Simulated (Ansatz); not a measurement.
**Lu: bands on a fine mesh, and optics**

Aim: levels on a fine mesh, and what follows from them: optical spectra of independent particles, band edges or the Fermi surface. Runs: cell and atoms relaxed (PAW); reference run (PAW and LAPW).

Computed with Ansatz 0.2.0 (DFT PBEsol, frozen-core PAW and all-electron LAPW, scalar-relativistic unless said, unless a step's input says otherwise).

### Step 1. The system as given

The structure is hexagonal, space group P6_3/mmc (No. 194). Conventional cell: a = 3.503 Å, b = 3.503 Å, c = 5.551 Å, α = 90.00°, β = 90.00°, γ = 120.00°. Around Lu (site symmetry -6m2) lie 12 Lu at 3.43 to 3.50 Å.

As a file:

```cif
data_structure
_symmetry_space_group_name_H-M 'P6_3/mmc'
_symmetry_Int_Tables_number 194
_cell_length_a 3.5031
_cell_length_b 3.5031
_cell_length_c 5.5509
_cell_angle_alpha 90.000
_cell_angle_beta 90.000
_cell_angle_gamma 120.000
_cell_volume 58.99
loop_
_atom_site_label
_atom_site_type_symbol
_atom_site_symmetry_multiplicity
_atom_site_Wyckoff_symbol
_atom_site_fract_x
_atom_site_fract_y
_atom_site_fract_z
_atom_site_occupancy
Lu1 Lu 2 c 0.33333 0.66667 0.25000 1
```

Cartesian axes are those of the input's lattice vectors. The structure goes back to a database entry.

### Step 2. Cell and atoms relaxed, PAW

The input, input.yaml:

```yaml
crystal:
  lattice:
    - [3.5031, 0.0, 0.0]
    - [-1.75155, 3.033773592, 0.0]
    - [0.0, 0.0, 5.5509]
  atoms:
    - { symbol: Lu, position: [0.333333333333, 0.666666666667, 0.25] }
    - { symbol: Lu, position: [0.666666666667, 0.333333333333, 0.75] }
kpoints:
  mp_grid: { grid: [10, 10, 6] }
scf:
  occupations: { method: fermi_dirac, width: 0.05 }
hamiltonian:
  xc: pbesol
  pseudopotentials: { kind: paw }
relax:
  f_tol: 0.002
  max_steps: 80
  cell: {}
output:
  forces: true
  stress: true
```

Launch:

```sh
$ ansatz run input.yaml --threads 1 --pin off --max-ram 3072MiB --backend cpu --events-out ev --progress --plain --runs-dir out
```

### Step 3. Reference run, fine mesh, PAW

The input, input.yaml:

```yaml
crystal:
  lattice:
    - [3.44481054445, 0.0, 0.0]
    - [-1.72240527222, 2.98329344271, 0.0]
    - [0.0, 0.0, 5.33983403279]
  atoms:
    - { symbol: Lu, position: [0.333333333333, 0.666666666667, 0.25] }
    - { symbol: Lu, position: [0.666666666667, 0.333333333333, 0.75] }
kpoints:
  mp_grid: { grid: [10, 10, 6] }
scf:
  occupations: { method: fermi_dirac, width: 0.05 }
hamiltonian:
  xc: pbesol
  pseudopotentials: { kind: paw }
output:
  forces: true
  stress: true
  eigenvalues: true
  eigenstates:
    nscf_kmesh: { grid: [20, 20, 12] }
    de_dk: true
    e_range: [-14, 14]
  optics:
    e_range: [0, 25]
    de: 0.2
    sigma: 0.2
    bands: { spectra_wanted_up_to: 25 }
    nscf_kmesh: { grid: [20, 20, 12] }
    drude_damping: 0.2
checkpoint:
  write: ck
  write_wavefunctions: false
```

### Step 4. Reference run, fine mesh, LAPW

input.yaml: that of step 3 with these lines changed.

```diff
@@ -14,3 +14,3 @@
   xc: pbesol
-  pseudopotentials: { kind: paw }
+  pseudopotentials: { kind: all_electron, lapw: { basis_error: 0.001 } }
 output:
```

(Steps that only read results are left out.)

**Question.** What will these runs give? Wanted: states at the Fermi level; bare Sommerfeld coefficient; plasma energy; strongest local maximum of Im εxx; peak of the loss function along x.

**Answer**, as computed:

```
                         quantity                      value
  states at the Fermi level (PAW)       1.51 per eV and atom
      bare Sommerfeld coefficient  3.57 mJ/(K² mol of atoms)
          plasma energy (x, y, z)           3.8, 3.8, 5.6 eV
strongest local maximum of Im εxx                     1.4 eV
peak of the loss function along x                    13.8 eV
```

What this shows: It is a metal with 2 bands crossing the Fermi level, 1.51 states per eV and atom there and a mean speed of 0.36 × 10⁶ m/s. These are bare band values on this mesh, without coupling to phonons. The spectra hold no excitons and no local fields. Cautions: frozen-core PAW files fitted under PBE, their cores solved anew for the functional of the run; large density of states at the Fermi level, a magnetic or distorted state may lie lower; these sums move with the mesh, by several per cent and more for small sheets.
